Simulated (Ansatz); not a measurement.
**BCl3H3N: a spread of methods and bases**

How do the results and run time of BCl3H3N respond when the settings are drawn wide?

Computed with Ansatz 0.2.0, Gaussian basis. Level: the settings change from run to run.

## Step 1: The relaxed structure

The structure was relaxed beforehand with PBE0-D4 in a triple-zeta def2 set.

8 atoms, charge 0, spin multiplicity 1.

Atoms are counted from 1 here; the program's logs count them from 0.

Bond lengths: N1–B2 1.614 Å, N1–H6 1.018 Å, N1–H7 1.018 Å, N1–H8 1.018 Å, B2–Cl3 1.827 Å, B2–Cl4 1.827 Å, B2–Cl5 1.827 Å. Angles: B2–N1–H6 109.8°, B2–N1–H7 109.8°, B2–N1–H8 109.8°, H6–N1–H7 109.2°, H6–N1–H8 109.2°, H7–N1–H8 109.2°, N1–B2–Cl3 105.1°, N1–B2–Cl4 105.1°, N1–B2–Cl5 105.1°, Cl3–B2–Cl4 113.5°, Cl3–B2–Cl5 113.5°, Cl4–B2–Cl5 113.5°.

Geometry (Å):

```
N    -0.3448   -0.3611    0.6866
B     0.3268    0.3061   -0.6207
Cl   -0.6372    1.8278   -0.9268
Cl    0.1481   -0.9462   -1.9391
Cl    2.0635    0.6268   -0.1522
H    -0.2834    0.2829    1.4721
H     0.1424   -1.2228    0.9223
H    -1.3234   -0.5705    0.5022
```

## Step 2: rPW86-PBE/def2-TZVP

Set apart from the defaults: finite nuclei, relativity set to scalar.

The input, in.yaml:

```yaml
crystal:
  periodic: [false, false, false]
  atoms:
    - {symbol: N, position_ang: [-0.344830, -0.361111, 0.686627]}
    - {symbol: B, position_ang: [0.326845, 0.306141, -0.620745]}
    - {symbol: Cl, position_ang: [-0.637163, 1.827772, -0.926843]}
    - {symbol: Cl, position_ang: [0.148075, -0.946171, -1.939125]}
    - {symbol: Cl, position_ang: [2.063525, 0.626793, -0.152241]}
    - {symbol: H, position_ang: [-0.283370, 0.282869, 1.472086]}
    - {symbol: H, position_ang: [0.142409, -1.222783, 0.922322]}
    - {symbol: H, position_ang: [-1.323390, -0.570509, 0.502219]}
basis:
  gaussian: {orbitals: def2-TZVP, nuclear_model: gaussian}
hamiltonian: {xc: {name: rPW86-PBE}, pseudopotentials: {relativity: scalar}}
```

Run with:

```sh
> ansatz run in.yaml --threads 4 --pin off --events-out ev --progress --plain --max-ram 10444MiB
```

Output:

```text
Functional definition: rPW86-PBE
  name "rPW86-PBE"
  cite "Murray, Lee & Langreth, J. Chem. Theory Comput. 5, 2754 (2009) doi:10.1021/ct900365q"
  cite "Perdew, Burke & Ernzerhof, Phys. Rev. Lett. 77, 3865 (1996) doi:10.1103/PhysRevLett.77.3865"
  parent pbe
  exchange = rpw86_x
  correlation = pbe_c
1224 factors; their error is unknown
mean field evaluation 1: about -39920.4621 eV, gradient 6.5e1 eV
mean field evaluation 2: about -39904.2262 eV, gradient 1.0e2 eV
mean field evaluation 4: about -39928.3250 eV, gradient 7.5e0 eV
mean field evaluation 8: about -39928.4452 eV, gradient 3.1e-1 eV
mean field evaluation 16: about -39928.4271 eV, gradient 3.9e-4 eV
mean field -39928.42713865 eV, -1467.3426328852 hartree, gradient 5.6e-5 eV, S^2 0.000000; 0 other end points of the search recorded, 0 dependent functions left out
reference -39928.42723931 eV, -1467.3426365844 hartree; 33, 33 occupied and 158, 158 virtual orbitals, 1224 factors
Total energy: -39928.42723931 eV, -1467.3426365844 hartree
Relativity: scalar
```

Run time: 3.4 s. Hardware: 4 threads of Arm Neoverse V2, shared host.

## Step 3: BLYP/aug-pcseg-2

Options: unrestricted orbitals, density fitting with def2-universal-jkfit.

Changes to in.yaml since step 2:

```diff
@@ -12,3 +12,5 @@
 basis:
-  gaussian: {orbitals: def2-TZVP, nuclear_model: gaussian}
-hamiltonian: {xc: {name: rPW86-PBE}, pseudopotentials: {relativity: scalar}}
+  gaussian: {orbitals: aug-pcseg-2, fitting: {mean_field: def2-universal-jkfit}}
+magnetization: {spin_polarized: true, initial_magnetization: 0}
+hamiltonian: {xc: {name: BLYP}}
+output: {forces: true}
```

Launched as before.

Output (excerpt; [...] marks lines left out):

```text
Functional definition: BLYP
  name "BLYP"
  cite "Becke, Phys. Rev. A 38, 3098 (1988) doi:10.1103/PhysRevA.38.3098"
  cite "Lee, Yang & Parr, Phys. Rev. B 37, 785 (1988) doi:10.1103/PhysRevB.37.785"
[...]
590 factors; integrals over basis functions are off by at most 9.3e-1 eV
[...]
mean field -39789.22409586 eV, -1462.2270154179 hartree, gradient 1.3e-5 eV, S^2 0.000000; 0 other end points of the search recorded, 0 dependent functions left out
[...]
reference -39789.22448345 eV, -1462.2270296616 hartree; 33, 33 occupied and 278, 278 virtual orbitals, 590 factors
Total energy: -39789.22448345 eV, -1462.2270296616 hartree
Atom 0 at    -0.344830    -0.361111     0.686627 Å, force    -0.035981    -0.035774     0.070048 eV/Å
Atom 1 at     0.326845     0.306141    -0.620745 Å, force     0.004004     0.004184    -0.007963 eV/Å
Atom 2 at    -0.637163     1.827772    -0.926843 Å, force    -0.335725     0.549798    -0.124054 eV/Å
Atom 3 at     0.148075    -0.946171    -1.939125 Å, force    -0.056009    -0.438576    -0.484756 eV/Å
Atom 4 at     2.063525     0.626793    -0.152241 Å, force     0.626522     0.121865     0.151939 eV/Å
Atom 5 at    -0.283370     0.282869     1.472086 Å, force    -0.006673     0.166991     0.282419 eV/Å
Atom 6 at     0.142409    -1.222783     0.922322 Å, force     0.120170    -0.281310     0.118744 eV/Å
Atom 7 at    -1.323390    -0.570509     0.502219 Å, force    -0.316308    -0.087179    -0.006378 eV/Å
Dipole moment:    -0.505600    -0.502276     0.984122 e Å
```

Run time: 6.5 s. Hardware: 4 threads of Arm Neoverse V2, shared host; peak memory 0.58 GiB.

Largest force 0.656 eV/Å, dipole 5.84 D, ⟨S²⟩ 0.000.

## Step 4: B97M-V/cc-pVDZ

Changes to in.yaml since step 3:

```diff
@@ -12,5 +12,3 @@
 basis:
-  gaussian: {orbitals: aug-pcseg-2, fitting: {mean_field: def2-universal-jkfit}}
-magnetization: {spin_polarized: true, initial_magnetization: 0}
-hamiltonian: {xc: {name: BLYP}}
-output: {forces: true}
+  gaussian: {orbitals: cc-pVDZ}
+hamiltonian: {xc: {name: B97M-V}}
```

Launched as before.

Output (excerpt; [...] marks lines left out):

```text
Functional definition: B97M-V
  name "B97M-V"
  cite "Mardirossian & Head-Gordon, J. Chem. Phys. 142, 074111 (2015) doi:10.1063/1.4907719"
  cite "Becke, J. Chem. Phys. 107, 8554 (1997) doi:10.1063/1.475007"
  cite "Vydrov & Van Voorhis, J. Chem. Phys. 133, 244103 (2010) doi:10.1063/1.3521275"
  # Of w^i u^j: cxij and so on, Table III.
[...]
  gx(w, u) = cx00 + cx01*u + cx02*u^2 + (cx10 + cx11*u)*w
  gss(w, u) = css00 + css02*u^2 + css10*w + (css32*w^3 + css42*w^4)*u^2
  gos(w, u) = cos00 + cos01*u + cos03*u^3 + cos10*w + cos32*w^3*u^2
[...]
      + integral(e_c_pw_mod_opposite_spin*gos(b97_w_opposite, b97_u_opposite)) + vv10(b, c)
1318 factors; their error is unknown
[...]
mean field -39778.76532473 eV, -1461.8426626683 hartree, gradient 3.0e-5 eV, S^2 0.000000; 0 other end points of the search recorded, 0 dependent functions left out
reference -39778.76536566 eV, -1461.8426641725 hartree; 33, 33 occupied and 64, 64 virtual orbitals, 1318 factors
Total energy: -39778.76536566 eV, -1461.8426641725 hartree
```

Wall time 3.1 s (4 threads of Arm Neoverse V2, shared host).

## Step 5: LC-wPBE/ANO-RCC-VTZP

This run has charge -1, multiplicity 2.

Changes to in.yaml since step 4:

```diff
@@ -12,3 +12,5 @@
 basis:
-  gaussian: {orbitals: cc-pVDZ}
-hamiltonian: {xc: {name: B97M-V}}
+  gaussian: {orbitals: ANO-RCC-VTZP}
+total_charge: -1
+magnetization: {spin_polarized: true, initial_magnetization: 1}
+hamiltonian: {xc: {name: LC-wPBE}}
```

The command is unchanged.

Output (excerpt; [...] marks lines left out):

```text
Functional definition: LC-wPBE
  name "LC-wPBE"
  cite "Vydrov & Scuseria, J. Chem. Phys. 125, 234109 (2006) doi:10.1063/1.2409292"
  cite "Heyd & Scuseria, J. Chem. Phys. 120, 7274 (2004) doi:10.1063/1.1668634"
  cite "Ernzerhof & Perdew, J. Chem. Phys. 109, 3313 (1998) doi:10.1063/1.476928"
  cite "Perdew, Burke & Ernzerhof, Phys. Rev. Lett. 77, 3865 (1996) doi:10.1103/PhysRevLett.77.3865"
  parent pbe
[...]
1669 factors; their error is unknown
477 factors; integrals over basis functions are off by at most 1.9e-5 eV
[...]
mean field -39895.94076287 eV, -1466.1487805957 hartree, gradient 2.3e-5 eV, S^2 0.750363; 4 other end points of the search recorded, 0 dependent functions left out
reference -39895.94076288 eV, -1466.1487805960 hartree; 34, 33 occupied and 170, 171 virtual orbitals, 1669 factors
Total energy: -39895.94076288 eV, -1466.1487805960 hartree
Relativity: scalar
```

Wall time 12 s (4 threads of Arm Neoverse V2, shared host); peak memory 0.73 GiB.

⟨S²⟩ 0.750.

## Step 6: B2PLYP/aug-cc-pVTZ

Options: a grid of angular degree 23.

Changes to in.yaml since step 5:

```diff
@@ -12,5 +12,4 @@
 basis:
-  gaussian: {orbitals: ANO-RCC-VTZP}
-total_charge: -1
-magnetization: {spin_polarized: true, initial_magnetization: 1}
-hamiltonian: {xc: {name: LC-wPBE}}
+  gaussian: {orbitals: aug-cc-pVTZ, final_grid: {core_spheres: 8, valence_spheres: 7, degree: 23}}
+hamiltonian: {xc: {name: B2PLYP}}
+output: {forces: true}
```

Launched as before.

Output (excerpt; [...] marks lines left out):

```text
Functional definition: B2PLYP
  name "B2PLYP"
  cite "Grimme, J. Chem. Phys. 124, 034108 (2006) doi:10.1063/1.2148954"
  cite "Becke, Phys. Rev. A 38, 3098 (1988) doi:10.1103/PhysRevA.38.3098"
  cite "Lee, Yang & Parr, Phys. Rev. B 37, 785 (1988) doi:10.1103/PhysRevB.37.785"
[...]
1770 factors; integrals over basis functions are off by at most 8.4e-4 eV
[...]
mean field -39769.71829788 eV, -1461.5101905637 hartree, gradient 3.7e-6 eV, S^2 0.000000; 0 other end points of the search recorded, 0 dependent functions left out
17 core orbitals not correlated: weight in the atoms' cores, before any rotation towards them, 1.000 or more for the frozen orbitals, at most 0.000 for the correlated occupied ones
reference -39769.71847780 eV, -1461.5101971758 hartree; 16, 16 occupied and 278, 278 virtual orbitals, 1770 factors
second order -30.46812424 eV of doubles, -0.00000000 eV of singles
[...]
Total energy: -39777.94487135 eV, -1461.8125115625 hartree
Atom 0 at    -0.344830    -0.361111     0.686627 Å, force    -0.039905    -0.043090     0.080700 eV/Å
Atom 1 at     0.326845     0.306141    -0.620745 Å, force    -0.026259    -0.024599     0.049816 eV/Å
Atom 2 at    -0.637163     1.827772    -0.926843 Å, force    -0.121380     0.200206    -0.046077 eV/Å
Atom 3 at     0.148075    -0.946171    -1.939125 Å, force    -0.019532    -0.159086    -0.176186 eV/Å
Atom 4 at     2.063525     0.626793    -0.152241 Å, force     0.227689     0.043874     0.054410 eV/Å
Atom 5 at    -0.283370     0.282869     1.472086 Å, force    -0.017084    -0.040938    -0.009798 eV/Å
Atom 6 at     0.142409    -1.222783     0.922322 Å, force    -0.033523     0.026061     0.013105 eV/Å
Atom 7 at    -1.323390    -0.570509     0.502219 Å, force     0.029992    -0.002428     0.034031 eV/Å
Dipole moment:    -0.520107    -0.516691     1.012362 e Å
```

Run time: 18 s. Hardware: 4 threads of Arm Neoverse V2, shared host; peak memory 1.3 GiB.

Largest force 0.239 eV/Å, dipole 6.00 D.

## Step 7: r2SCAN0/x2c-TZVPPall

Set apart from the defaults: coordinates scaled by 0.96, D4 dispersion, high accuracy, the search for lower states set to off.

The input, in.yaml:

```yaml
crystal:
  periodic: [false, false, false]
  atoms:
    - {symbol: N, position_ang: [-0.331037, -0.346666, 0.659162]}
    - {symbol: B, position_ang: [0.313771, 0.293895, -0.595915]}
    - {symbol: Cl, position_ang: [-0.611677, 1.754662, -0.889769]}
    - {symbol: Cl, position_ang: [0.142152, -0.908324, -1.861560]}
    - {symbol: Cl, position_ang: [1.980984, 0.601721, -0.146151]}
    - {symbol: H, position_ang: [-0.272035, 0.271554, 1.413203]}
    - {symbol: H, position_ang: [0.136712, -1.173872, 0.885429]}
    - {symbol: H, position_ang: [-1.270455, -0.547688, 0.482130]}
basis:
  gaussian: {orbitals: x2c-TZVPPall}
hamiltonian: {xc: {name: r2SCAN0}, dispersion: d4}
accuracy: high
scf: {lower_state_search: off}
```

The command is unchanged.

Output (excerpt; [...] marks lines left out):

```text
Functional definition: r2SCAN0
  name "r2SCAN0"
  cite "Bursch, Neugebauer, Ehlert & Grimme, J. Chem. Phys. 156, 134105 (2022) doi:10.1063/5.0086040"
  cite "Furness, Kaplan, Ning, Perdew & Sun, J. Phys. Chem. Lett. 11, 8208 (2020) doi:10.1021/acs.jpclett.0c02405"
  cite "Furness, Kaplan, Ning, Perdew & Sun, J. Phys. Chem. Lett. 11, 9248 (2020) doi:10.1021/acs.jpclett.0c03077"
  parent r2scan
[...]
3805 factors; integrals over basis functions are off by at most 4.4e-9 eV
[...]
mean field -39901.83421387 eV, -1466.3653609250 hartree, gradient 3.7e-8 eV, S^2 0.000000; 0 other end points of the search recorded, 0 dependent functions left out
reference -39901.83421446 eV, -1466.3653609466 hartree; 33, 33 occupied and 197, 197 virtual orbitals, 3805 factors
Total energy: -39901.90475475 eV, -1466.3679532546 hartree
Relativity: scalar
Checks for a lower state left out: stability, starts, cluster_reference, orbital_swaps, neighbouring_geometries, increment
```

Run time: 12 s. Hardware: 4 threads of Arm Neoverse V2, shared host; peak memory 1.3 GiB.

## Step 8: PBE/6-31G*

Set apart from the defaults: unrestricted orbitals, D3(BJ) dispersion.

The input, in.yaml:

```yaml
crystal:
  periodic: [false, false, false]
  atoms:
    - {symbol: N, position_ang: [-0.344830, -0.361111, 0.686627]}
    - {symbol: B, position_ang: [0.326845, 0.306141, -0.620745]}
    - {symbol: Cl, position_ang: [-0.637163, 1.827772, -0.926843]}
    - {symbol: Cl, position_ang: [0.148075, -0.946171, -1.939125]}
    - {symbol: Cl, position_ang: [2.063525, 0.626793, -0.152241]}
    - {symbol: H, position_ang: [-0.283370, 0.282869, 1.472086]}
    - {symbol: H, position_ang: [0.142409, -1.222783, 0.922322]}
    - {symbol: H, position_ang: [-1.323390, -0.570509, 0.502219]}
basis:
  gaussian: {orbitals: "6-31G*"}
magnetization: {spin_polarized: true, initial_magnetization: 0}
hamiltonian: {xc: {name: PBE}, dispersion: d3bj}
```

Launched as before.

Output:

```text
Functional definition: PBE
  name "PBE"
  cite "Perdew, Burke & Ernzerhof, Phys. Rev. Lett. 77, 3865 (1996) doi:10.1103/PhysRevLett.77.3865"
  parent pbe
  parameter kappa = 0.804
  parameter beta = 0.06672455060314922
  exchange = pbe_x(kappa = kappa, mu = beta*pi^2/3)
  correlation = pbe_c(beta = beta)
1138 factors; their error is unknown
mean field evaluation 1: about -39763.5290 eV, gradient 3.2e1 eV
mean field evaluation 2: about -39758.2531 eV, gradient 4.8e1 eV
mean field evaluation 4: about -39767.6850 eV, gradient 1.5e0 eV
mean field evaluation 8: about -39767.6491 eV, gradient 3.3e-2 eV
mean field -39767.64914731 eV, -1461.4341506829 hartree, gradient 2.1e-5 eV, S^2 0.000000; 0 other end points of the search recorded, 0 dependent functions left out
reference -39767.64917428 eV, -1461.4341516739 hartree; 33, 33 occupied and 60, 60 virtual orbitals, 1138 factors
Total energy: -39767.90144635 eV, -1461.4434225015 hartree
```

It took 1.1 s on 4 threads of Arm Neoverse V2, shared host.

⟨S²⟩ 0.000.

## Step 9: HF/def2-TZVPP

This run has multiplicity 3, a point charge of 1.00 e beside it.

Changes to in.yaml since step 8:

```diff
@@ -12,4 +12,4 @@
 basis:
-  gaussian: {orbitals: "6-31G*"}
-magnetization: {spin_polarized: true, initial_magnetization: 0}
-hamiltonian: {xc: {name: PBE}, dispersion: d3bj}
+  gaussian: {orbitals: def2-TZVPP, point_charges: [{charge: 1.00, position_ang: [4.762, 0.682, 0.317]}]}
+magnetization: {spin_polarized: true, initial_magnetization: 2}
+hamiltonian: {xc: {name: HF}}
```

The command is unchanged.

Output (excerpt; [...] marks lines left out):

```text
Functional definition: HF
  name "HF"
  cite "Fock, Z. Phys. 61, 126 (1930) doi:10.1007/BF01340294"
  parent pbe
[...]
1679 factors; their error is unknown
[...]
mean field -39711.08795104 eV, -1459.3555650585 hartree, gradient 2.6e-6 eV, S^2 2.022845; 6 other end points of the search recorded, 0 dependent functions left out
reference -39711.08795104 eV, -1459.3555650585 hartree; 34, 32 occupied and 196, 198 virtual orbitals, 1679 factors
Total energy: -39711.08795104 eV, -1459.3555650585 hartree
```

Run time: 69 s. Hardware: 4 threads of Arm Neoverse V2, shared host; peak memory 1.2 GiB.

⟨S²⟩ 2.023.

## Step 10: rPW86-PBE/STO-3G

Options: multiplicity 3, atoms shaken by 0.08 Å, finite nuclei, the search for lower states set to light.

The input, in.yaml:

```yaml
crystal:
  periodic: [false, false, false]
  atoms:
    - {symbol: N, position_ang: [-0.362972, -0.411980, 0.546411]}
    - {symbol: B, position_ang: [0.357570, 0.303641, -0.584394]}
    - {symbol: Cl, position_ang: [-0.675316, 1.876706, -0.896440]}
    - {symbol: Cl, position_ang: [0.083030, -1.011057, -1.946422]}
    - {symbol: Cl, position_ang: [2.064666, 0.447830, -0.156933]}
    - {symbol: H, position_ang: [-0.256176, 0.425959, 1.511767]}
    - {symbol: H, position_ang: [0.099140, -1.142416, 0.941341]}
    - {symbol: H, position_ang: [-1.374367, -0.621375, 0.484687]}
basis:
  gaussian: {orbitals: STO-3G, nuclear_model: gaussian}
magnetization: {spin_polarized: true, initial_magnetization: 2}
hamiltonian: {xc: {name: rPW86-PBE}}
scf: {lower_state_search: light}
output: {forces: true}
```

The command is unchanged.

Output (excerpt; [...] marks lines left out):

```text
Functional definition: rPW86-PBE
  name "rPW86-PBE"
  cite "Murray, Lee & Langreth, J. Chem. Theory Comput. 5, 2754 (2009) doi:10.1021/ct900365q"
  cite "Perdew, Burke & Ernzerhof, Phys. Rev. Lett. 77, 3865 (1996) doi:10.1103/PhysRevLett.77.3865"
  parent pbe
[...]
480 factors; integrals over basis functions are off by at most 4.5e-5 eV
[...]
mean field -39373.82778233 eV, -1446.9614824617 hartree, gradient 2.1e-6 eV, S^2 2.003454; 10 other end points of the search recorded, 0 dependent functions left out
[...]
reference -39373.82784673 eV, -1446.9614848281 hartree; 34, 32 occupied and 6, 8 virtual orbitals, 480 factors
Total energy: -39373.82784673 eV, -1446.9614848281 hartree
Atom 0 at    -0.362972    -0.411980     0.546411 Å, force    -1.758558     4.709265    -3.208854 eV/Å
Atom 1 at     0.357570     0.303641    -0.584394 Å, force    -2.182094     1.613317     2.553472 eV/Å
Atom 2 at    -0.675316     1.876706    -0.896440 Å, force     0.036384     0.457207    -0.176643 eV/Å
Atom 3 at     0.083030    -1.011057    -1.946422 Å, force    -0.374527    -3.786747    -5.203779 eV/Å
Atom 4 at     2.064666     0.447830    -0.156933 Å, force     2.510915     0.561071     0.503204 eV/Å
Atom 5 at    -0.256176     0.425959     1.511767 Å, force    -0.503570     1.565907     3.285739 eV/Å
Atom 6 at     0.099140    -1.142416     0.941341 Å, force     3.044209    -5.169421     2.356450 eV/Å
Atom 7 at    -1.374367    -0.621375     0.484687 Å, force    -0.772759     0.049402    -0.109589 eV/Å
Dipole moment:    -0.304304    -0.440562     0.368319 e Å
```

Wall time 7.5 s (4 threads of Arm Neoverse V2, shared host).

Largest force 6.447 eV/Å, dipole 3.12 D, ⟨S²⟩ 2.003.

## Step 11: All runs side by side

```csv
level,charge,multiplicity,geometry,functions,energy (eV),time
rPW86-PBE/def2-TZVP,0,1,relaxed,191,-39928.427,3.4 s
BLYP/aug-pcseg-2,0,1,relaxed,311,-39789.224,6.5 s
B97M-V/cc-pVDZ,0,1,relaxed,97,-39778.765,3.1 s
LC-wPBE/ANO-RCC-VTZP,-1,2,relaxed,204,-39895.941,12 s
B2PLYP/aug-cc-pVTZ,0,1,relaxed,311,-39777.945,18 s
r2SCAN0/x2c-TZVPPall,0,1,scaled,230,-39901.905,12 s
PBE/6-31G*,0,1,relaxed,93,-39767.901,1.1 s
HF/def2-TZVPP,0,3,"relaxed, point charge",230,-39711.088,69 s
rPW86-PBE/STO-3G,0,3,shaken,40,-39373.828,7.5 s
```

## Step 12: Outcome

```
                                         quantity                value
                                             runs                    9
                                         quickest    PBE/6-31G*, 1.1 s
                                          slowest  HF/def2-TZVPP, 69 s
spread of total energies, same state and geometry             160.5 eV
                  dipole, same state and geometry       5.84 to 6.00 D
```

What this shows: HF/def2-TZVPP took 63 times as long as PBE/6-31G*. The jobs differ in tasks and options as well as level. The totals spread over 161 eV; they can't be compared across methods or bases. Some of these runs are scalar-relativistic and others not, which shifts the totals of all-electron atoms past neon by eV; core potentials, where a basis has them, take the core out of the total altogether. At the PBE0-D4/def2-TZVP geometry and in the same state, runs without warnings or point charges leave forces up to 0.66 eV/Å (BLYP/aug-pcseg-2).
